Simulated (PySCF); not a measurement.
# C4H7NSi: electronic excitations at several levels of theory, part 2 of 2

PySCF 2.14.0. Atoms count from 0. Earlier steps stand in the parts before.

## (9) Ultraviolet spectrum: wB97X-D/def2-SVPD

The job: settings as JSON, then the geometry in Å.

```
{"job": {"kind": "uv", "xc": "wB97X-D", "basis": "def2-SVPD", "ip": true}, "charge": 0, "multiplicity": 1}
C      2.524979     1.420634     0.412887
C      1.899922     0.425976     0.108626
C      1.184430    -0.765249    -0.276516
N      0.015397    -1.099167     0.082386
Si    -1.136663    -0.267472     1.119413
C     -2.656905     0.083960     0.086789
H      3.066632     2.306111     0.692621
H      1.751154    -1.428221    -0.959232
H     -0.612113     0.999824     1.726159
H     -1.452823    -1.226636     2.219274
H     -3.473337     0.466419     0.718866
H     -2.438706     0.836994    -0.685719
H     -3.001093    -0.834293    -0.411899
```

Method: TDDFT wB97X-D/def2-SVPD, vertical, gas phase, core orbitals frozen in the response.

Output:

```text
coarse grid: 11376 points
cycle   1  E = -500.3545491880  dE =  5.641e-01  |g| = 4.878e-01  |ddm| = 6.709e+00
cycle   2  E = -500.3450070622  dE =  9.542e-03  |g| = 5.803e-01  |ddm| = 2.206e+00
cycle   3  E = -500.4165457745  dE = -7.154e-02  |g| = 7.111e-02  |ddm| = 9.854e-01
cycle   4  E = -500.4178112046  dE = -1.265e-03  |g| = 3.159e-02  |ddm| = 2.178e-01
cycle   5  E = -500.4180728299  dE = -2.616e-04  |g| = 8.899e-03  |ddm| = 1.050e-01
cycle   6  E = -500.4180928695  dE = -2.004e-05  |g| = 3.905e-03  |ddm| = 2.352e-02
cycle   7  E = -500.4180978926  dE = -5.023e-06  |g| = 1.480e-03  |ddm| = 1.208e-02
final grid: 105360 points
cycle   8  E = -500.4901425888  dE = -8.898e-05  |g| = 5.292e-03  |ddm| = 1.555e-01
cycle   9  E = -500.4901407510  dE =  1.838e-06  |g| = 6.419e-03  |ddm| = 1.755e-02
cycle  10  E = -500.4901496401  dE = -8.889e-06  |g| = 7.466e-04  |ddm| = 1.060e-02
cycle  11  E = -500.4901497793  dE = -1.393e-07  |g| = 3.581e-04  |ddm| = 1.994e-03
cycle  12  E = -500.4901498186  dE = -3.925e-08  |g| = 1.053e-04  |ddm| = 9.917e-04
cycle  13  E = -500.4901498230  dE = -4.445e-09  |g| = 5.977e-05  |ddm| = 3.752e-04
cycle  14  E = -500.4901498250  dE = -1.917e-09  |g| = 1.611e-05  |ddm| = 1.905e-04
cycle  15  E = -500.4901498254  dE = -4.222e-10  |g| = 4.923e-06  |ddm| = 1.061e-04
converged SCF energy = -500.4901498254

Static polarisability (au): isotropic 83.146, principal 63.764 75.470 110.204

Singlet excitations
state   eV       nm        f      main configurations
  1   3.7491    330.7   0.00122   H->L 0.96
  2   5.0897    243.6   0.00001   H-2->L 0.94
  3   5.6309    220.2   0.21674   H-1->L 0.80
  4   6.6604    186.2   0.00006   H-1->L+1 0.58, H-1->L+2 0.14, H-1->L+3 0.08
  5   6.8551    180.9   0.01147   H->L+1 0.87
  6   6.9442    178.5   0.01568   H-3->L 0.52, H-4->L 0.39
  7   7.0966    174.7   0.15959   H-4->L 0.46, H-3->L 0.30, H-1->L 0.09
  8   7.5984    163.2   0.04324   H->L+2 0.63, H->L+3 0.12, H->L+7 0.10
  9   7.7458    160.1   0.00425   H->L+3 0.54, H->L+4 0.11, H->L+5 0.10
 10   8.0278    154.4   0.29797   H->L+5 0.32, H-2->L+1 0.10

Triplet excitations (Tamm-Dancoff, eV): 3.2043 3.8228 4.8119 5.5737
Vertical ionisation energy (delta-SCF) = 9.2188 eV
Vertical electron affinity (delta-SCF) = -0.0767 eV
```

Wall time 2 min (1 thread of Arm Neoverse V2, shared host); peak memory 0.91 GiB.

Key values: HOMO -9.21 eV, LUMO -0.04 eV; lowest singlet 3.75 eV.

## (10) Excited states and response: LC-wPBE/def2-SVPD

Same as in step 9 but for these lines:

```diff
@@ -1,2 +1,2 @@
-{"job": {"kind": "uv", "xc": "wB97X-D", "basis": "def2-SVPD", "ip": true}, "charge": 0, "multiplicity": 1}
+{"job": {"kind": "uv", "xc": "LC-wPBE", "basis": "def2-SVPD", "ip": true}, "charge": 0, "multiplicity": 1}
 C      2.524979     1.420634     0.412887
```

Method: TDDFT LC-wPBE/def2-SVPD, vertical, gas phase, core orbitals frozen in the response.

Output:

```text
coarse grid: 11376 points
cycle   1  E = -500.1754401585  dE =  6.210e-01  |g| = 4.937e-01  |ddm| = 6.659e+00
cycle   2  E = -500.1858004454  dE = -1.036e-02  |g| = 5.269e-01  |ddm| = 2.109e+00
cycle   3  E = -500.2424294517  dE = -5.663e-02  |g| = 6.540e-02  |ddm| = 9.622e-01
cycle   4  E = -500.2437204643  dE = -1.291e-03  |g| = 3.024e-02  |ddm| = 2.792e-01
cycle   5  E = -500.2439802542  dE = -2.598e-04  |g| = 9.693e-03  |ddm| = 1.200e-01
cycle   6  E = -500.2440088719  dE = -2.862e-05  |g| = 4.036e-03  |ddm| = 2.599e-02
cycle   7  E = -500.2440159988  dE = -7.127e-06  |g| = 1.673e-03  |ddm| = 1.349e-02
final grid: 105360 points
cycle   8  E = -500.3270196028  dE = -2.154e-05  |g| = 3.754e-03  |ddm| = 9.347e-02
cycle   9  E = -500.3270208846  dE = -1.282e-06  |g| = 3.246e-03  |ddm| = 1.485e-02
cycle  10  E = -500.3270231535  dE = -2.269e-06  |g| = 6.909e-04  |ddm| = 5.761e-03
cycle  11  E = -500.3270232812  dE = -1.277e-07  |g| = 2.019e-04  |ddm| = 1.254e-03
cycle  12  E = -500.3270233105  dE = -2.928e-08  |g| = 7.262e-05  |ddm| = 9.656e-04
cycle  13  E = -500.3270233158  dE = -5.256e-09  |g| = 4.417e-05  |ddm| = 2.149e-04
cycle  14  E = -500.3270233173  dE = -1.578e-09  |g| = 2.034e-05  |ddm| = 1.519e-04
cycle  15  E = -500.3270233176  dE = -2.952e-10  |g| = 5.252e-06  |ddm| = 6.967e-05
converged SCF energy = -500.3270233176

Static polarisability (au): isotropic 80.308, principal 61.893 73.174 105.858

Singlet excitations
state   eV       nm        f      main configurations
  1   3.8181    324.7   0.00129   H->L 0.92
  2   5.3184    233.1   0.00000   H-2->L 0.88
  3   5.8553    211.7   0.19792   H-1->L 0.74
  4   6.7311    184.2   0.00006   H-1->L+3 0.30, H-1->L+2 0.20, H-1->L+1 0.12
  5   7.3467    168.8   0.01155   H->L+1 0.46, H->L+2 0.22, H->L+3 0.20
  6   7.6349    162.4   0.37427   H-3->L 0.24, H-1->L 0.18, H-4->L 0.12
  7   7.7286    160.4   0.00905   H-4->L 0.52, H-3->L 0.30
  8   8.1485    152.2   0.03464   H->L+2 0.41, H->L+7 0.19, H->L+1 0.14
  9   8.3596    148.3   0.00506   H->L+4 0.25, H->L+3 0.23, H->L+5 0.13
 10   8.4984    145.9   0.12725   H->L+6 0.41, H-1->L+1 0.27

Triplet excitations (Tamm-Dancoff, eV): 3.1750 3.7676 4.8847 5.3667
Vertical ionisation energy (delta-SCF) = 9.3215 eV
```

Run time: 86 s. Hardware: 1 thread of Arm Neoverse V2, shared host; peak memory 0.92 GiB.

In short: HOMO -10.06 eV, LUMO 0.46 eV; lowest singlet 3.82 eV.

## (11) Excited states and response: PBE0/6-31G*

Same as in step 10 but for these lines:

```diff
@@ -1,2 +1,2 @@
-{"job": {"kind": "uv", "xc": "LC-wPBE", "basis": "def2-SVPD", "ip": true}, "charge": 0, "multiplicity": 1}
+{"job": {"kind": "uv", "xc": "PBE0", "basis": "6-31G*"}, "charge": 0, "multiplicity": 1}
 C      2.524979     1.420634     0.412887
```

Method: TDDFT PBE0/6-31G*, vertical, gas phase, core orbitals frozen in the response.

Output:

```text
coarse grid: 11376 points
cycle   1  E = -500.3924885609  dE =  5.365e-01  |g| = 5.130e-01  |ddm| = 3.535e+00
cycle   2  E = -500.3180473646  dE =  7.444e-02  |g| = 7.640e-01  |ddm| = 1.306e+00
cycle   3  E = -500.4515696114  dE = -1.335e-01  |g| = 1.678e-01  |ddm| = 8.327e-01
cycle   4  E = -500.4585056920  dE = -6.936e-03  |g| = 3.450e-02  |ddm| = 1.781e-01
cycle   5  E = -500.4587850352  dE = -2.793e-04  |g| = 1.162e-02  |ddm| = 4.044e-02
cycle   6  E = -500.4588148185  dE = -2.978e-05  |g| = 5.597e-03  |ddm| = 1.451e-02
cycle   7  E = -500.4588221217  dE = -7.303e-06  |g| = 1.707e-03  |ddm| = 5.575e-03
final grid: 105360 points
cycle   8  E = -500.4002564956  dE = -1.450e-05  |g| = 7.360e-03  |ddm| = 1.968e-02
cycle   9  E = -500.4002325998  dE =  2.390e-05  |g| = 1.204e-02  |ddm| = 1.668e-02
cycle  10  E = -500.4002691110  dE = -3.651e-05  |g| = 2.939e-03  |ddm| = 1.135e-02
cycle  11  E = -500.4002713987  dE = -2.288e-06  |g| = 2.313e-04  |ddm| = 2.419e-03
cycle  12  E = -500.4002714105  dE = -1.184e-08  |g| = 1.271e-04  |ddm| = 3.458e-04
cycle  13  E = -500.4002714137  dE = -3.167e-09  |g| = 5.757e-05  |ddm| = 1.451e-04
cycle  14  E = -500.4002714145  dE = -7.796e-10  |g| = 9.835e-06  |ddm| = 6.049e-05
converged SCF energy = -500.4002714145

Static polarisability (au): isotropic 67.940, principal 45.178 61.032 97.609

Singlet excitations
state   eV       nm        f      main configurations
  1   3.7104    334.2   0.00110   H->L 0.99
  2   4.9642    249.8   0.00004   H-2->L 0.98
  3   5.5882    221.9   0.22154   H-1->L 0.84, H-2->L+1 0.09
  4   6.4978    190.8   0.02182   H-3->L 0.71, H-4->L 0.26
  5   6.6459    186.6   0.02504   H->L+1 0.68, H-4->L 0.22
  6   6.7158    184.6   0.04297   H-4->L 0.48, H->L+1 0.25, H-3->L 0.20
  7   6.7787    182.9   0.00026   H-1->L+1 0.88
  8   7.4853    165.6   0.07609   H->L+2 0.96
  9   7.8907    157.1   0.02894   H->L+3 0.89
 10   8.0576    153.9   0.26285   H-1->L+2 0.45, H-2->L+1 0.27

Triplet excitations (Tamm-Dancoff, eV): 3.0804 3.6456 4.6038 5.4126
```

Wall time 7.8 s (1 thread of Arm Neoverse V2, shared host); peak memory 0.82 GiB.

This run: HOMO -7.05 eV, LUMO -1.43 eV; lowest singlet 3.71 eV.

## (12) Run by run: electronic excitations

Excitations and ground-state properties, with basis size and wall time:

```
                run  lowest singlet (eV)  brightest (eV)      f  gap (eV)  α (Å³)  μ (D)  functions     time
       HF/def2-SVPD                 4.33            7.73  0.598     12.59   11.65   1.80        180     30 s
      LDA/def2-SVPD                 3.20            4.92  0.185      2.95   13.20   1.55        180     43 s
      PBE/def2-SVPD                 3.31            5.00  0.190      3.09   12.98   1.52        180     93 s
    B3LYP/def2-SVPD                 3.58            5.38  0.227      5.05   12.55   1.60        180     86 s
     PBE0/def2-SVPD                 3.62            5.49  0.235      5.49   12.43   1.59        180     69 s
BHandHLYP/def2-SVPD                 3.89            7.30  0.252      7.99   12.06   1.67        180     92 s
CAM-B3LYP/def2-SVPD                 3.74            5.62  0.211      8.04   12.27   1.63        180  2.1 min
  wB97X-D/def2-SVPD                 3.75            8.03  0.298      9.18   12.32   1.63        180    2 min
  LC-wPBE/def2-SVPD                 3.82            7.63  0.374     10.51   11.90   1.62        180     86 s
        PBE0/6-31G*                 3.71            8.06  0.263      5.62   10.07   1.68        102    7.8 s
```

## (13) What came out

What follows sums up all 2 parts.

| quantity | value |
| --- | --- |
| lowest singlet (HF/def2-SVPD) | 4.33 eV (287 nm), f = 0.001 |
| brightest single state of those computed | state 5, 7.73 eV, f = 0.598 |
| lowest triplet | 3.32 eV |
| range of the lowest singlet | 3.20 to 4.33 eV |

Single values in the summary come from the first run of each kind that ended normally (HF/def2-SVPD), which need not be the best level. The first singlet state (HOMO−1→LUMO 0.75) lies at 4.33 eV and is weak; of the 10 states computed, the strongest absorption comes from state 5 at 7.73 eV. The lowest triplet lies 1.01 eV below the lowest singlet (triplets in Tamm-Dancoff, singlets in full TDDFT). The lowest singlet runs from 3.20 eV (LDA/def2-SVPD) to 4.33 eV (HF/def2-SVPD), while the orbital gap spans 2.95 to 12.59 eV. The lowest state need not be the same one in every run. The runs solved for a few states only, so the brightest column depends on that window.
